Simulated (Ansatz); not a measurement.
# CH₃BF₂O: basis-set convergence

How large a basis does CH₃BF₂O need? Two functionals are run in growing sets.

Program: Ansatz 0.2.0, Gaussian basis. Level of theory: one geometry, several basis sets. These are calculated values, not measurements.

Plan: PBE0-D4/def2-SVP; ωB97M-V/def2-SVP; PBE0-D4/def2-QZVPP; ωB97M-V/def2-QZVPP; the functionals' def2-TZVPP values are taken from earlier runs.

**1. The relaxed structure**

All runs share one geometry, relaxed beforehand with PBE0-D4/def2-TZVP.

SMILES `OB(F)CF`, 8 atoms, charge 0, spin multiplicity 1.

Atoms are counted from 1 here; the program's logs count them from 0.

Bond lengths: O1–B2 1.342 Å, O1–H6 0.963 Å, B2–F3 1.327 Å, B2–C4 1.578 Å, C4–F5 1.396 Å, C4–H7 1.095 Å, C4–H8 1.095 Å. Angles: B2–O1–H6 111.4°, O1–B2–F3 118.5°, O1–B2–C4 122.4°, F3–B2–C4 119.1°, B2–C4–F5 109.9°, B2–C4–H7 111.7°, B2–C4–H8 111.7°, F5–C4–H7 108.1°, F5–C4–H8 108.1°, H7–C4–H8 107.1°.

As a file:

```xyz
8

O    -0.8975    0.5760    1.3219
B     0.1384   -0.0893    0.7865
F     1.0179   -0.6555    1.6026
C     0.3447   -0.2204   -0.7727
F    -0.6844    0.4399   -1.4465
H    -1.4694    0.9436    0.6398
H     1.2968    0.2162   -1.0932
H     0.3456   -1.2676   -1.0942
```

**2. PBE0-D4 in def2-SVP**

Input file in.yaml:

```yaml
crystal:
  periodic: [false, false, false]
  atoms:
    - {symbol: O, position_ang: [-0.897524, 0.575962, 1.321875]}
    - {symbol: B, position_ang: [0.138355, -0.089293, 0.786480]}
    - {symbol: F, position_ang: [1.017926, -0.655468, 1.602650]}
    - {symbol: C, position_ang: [0.344666, -0.220410, -0.772704]}
    - {symbol: F, position_ang: [-0.684447, 0.439880, -1.446472]}
    - {symbol: H, position_ang: [-1.469397, 0.943566, 0.639773]}
    - {symbol: H, position_ang: [1.296844, 0.216151, -1.093196]}
    - {symbol: H, position_ang: [0.345577, -1.267588, -1.094206]}
basis:
  gaussian: {orbitals: def2-SVP}
hamiltonian: {xc: pbe0, dispersion: d4}
output: {orbitals: {seedname: orbitals}}
```

Started as:

```console
$ ansatz run in.yaml --threads 2 --pin off --events-out ev --progress --plain --max-ram 4352MiB
```

The runs that follow: ωB97M-V in def2-SVP; PBE0-D4 in def2-QZVPP; ωB97M-V in def2-QZVPP.

**Question.** What will the summary of the whole plan be? Wanted: PBE0-D4: double and triple zeta above quadruple; ωB97M-V: double and triple zeta above quadruple.

**Answer**, as computed:

| quantity | value |
| --- | --- |
| PBE0-D4: double and triple zeta above quadruple | 11.63, 0.50 eV |
| ωB97M-V: double and triple zeta above quadruple | 11.85, 0.48 eV |

For PBE0-D4 the step from double to triple zeta gains 11.12 eV and the next only 0.50 eV. Total energies overstate the basis error of differences, where much of it tends to cancel. The LUMO of ωB97M-V is positive and keeps falling with the basis (3.04 to 1.53 eV): an unbound level that the basis holds in place.
